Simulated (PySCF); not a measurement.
# [EuH4]−: other functionals and bases at one geometry

One table from this session's results is given with a row withheld; the runs are named, their logs left out.

Computed with PySCF 2.14.0. Level: several levels, as the steps say, no spin–orbit coupling.

1 further run of the same task is left out (for a known fault of the program).

## The starting structure

5 atoms, charge -1, spin multiplicity 1.

Bond lengths: Eu1–H2 2.125 Å, Eu1–H3 2.125 Å, Eu1–H4 2.125 Å, Eu1–H5 2.125 Å. Angles: H2–Eu1–H3 109.5°, H2–Eu1–H4 109.5°, H2–Eu1–H5 109.5°, H3–Eu1–H4 109.5°, H3–Eu1–H5 109.5°, H4–Eu1–H5 109.5°.

Geometry (Å):

```xyz
5
charge -1, multiplicity 1
Eu    0.0000    0.0000    0.0000
H     1.2271    1.2271    1.2271
H    -1.2271   -1.2271    1.2271
H     1.2271   -1.2271   -1.2271
H    -1.2271    1.2271   -1.2271
```

Formal oxidation states: Eu +3. Each metal's 6 4f electrons lie in its core potential, so multiplicities, spins and levels count the valence alone. An earlier session relaxed this geometry at PBE0, Eu lcecp-1-SVP with ECP52, H def2-SVP (singlet, point group Td).

At PBE0 on the finer grid: E = -37.653639 Eh, HOMO -2.12 eV, LUMO 3.86 eV, Mulliken charge on Eu1 +0.26 e, largest force component 0.002 eV/Å. 

Levels to run: TPSS; B3LYP; PBE0, TZVP. Hardware: 2 threads of Intel Xeon Platinum 8488C (Sapphire Rapids), shared host.

The first run:

The input, run.py (the lines that set the calculation):

```python
mol = gto.M(atom='''
Eu     0.00000     0.00000     0.00000
H      1.22713     1.22713     1.22713
H     -1.22713    -1.22713     1.22713
H      1.22713    -1.22713    -1.22713
H     -1.22713     1.22713    -1.22713''',
    basis={'Eu': 'lcecp-1-SVP', 'H': 'def2-SVP'},
    ecp={'Eu': 'lcecp-1-SVP'},
    charge=-1, spin=0)
mf = dft.RKS(mol, xc='TPSS')
mf.grids.atom_grid = (75, 302)  # f atoms: unpruned, at least (60, 302)
mf = mf.density_fit()  # fitting sets: Eu AutoAux, H def2-universal-JKFIT
mf.conv_tol = 1e-08; mf.max_cycle = 55
mf.kernel(dm0)  # dm0: the density of the relaxed state
```

Launch:

```sh
> OMP_NUM_THREADS=2 python run.py
```

Steps of the session up to this table: TPSS; B3LYP; PBE0, TZVP.

One table of the session follows, with a row left open; its other results are not shown here.

```
              level  HOMO (eV)  gap (eV)  charge on Eu1 (e)  largest force component (eV/Å)
PBE0 (relaxed here)      -2.12      5.98               0.26                            0.00
               TPSS          ?         ?                  ?                               ?
              B3LYP      -1.93      5.58               0.18                            0.03
         PBE0, TZVP      -2.17      6.00               0.55                            0.00
```

**Question.** Estimate the row for TPSS.

**Answer.** HOMO (eV): -1.13; gap (eV): 4.40; charge on Eu1 (e): 0.38; largest force component (eV/Å): 0.02. In the column «HOMO (eV)» it is the highest.

In one basis the HOMO–LUMO gap runs from 4.40 eV (TPSS) to 5.98 eV (PBE0). The largest leftover force, 0.03 eV/Å with B3LYP, stands at a geometry relaxed at another level. With 4f in the core, its levels are missing from HOMO and gap, and its count is fixed, so no charge can pass from the ligands into it. Total energies of different levels can't be compared.
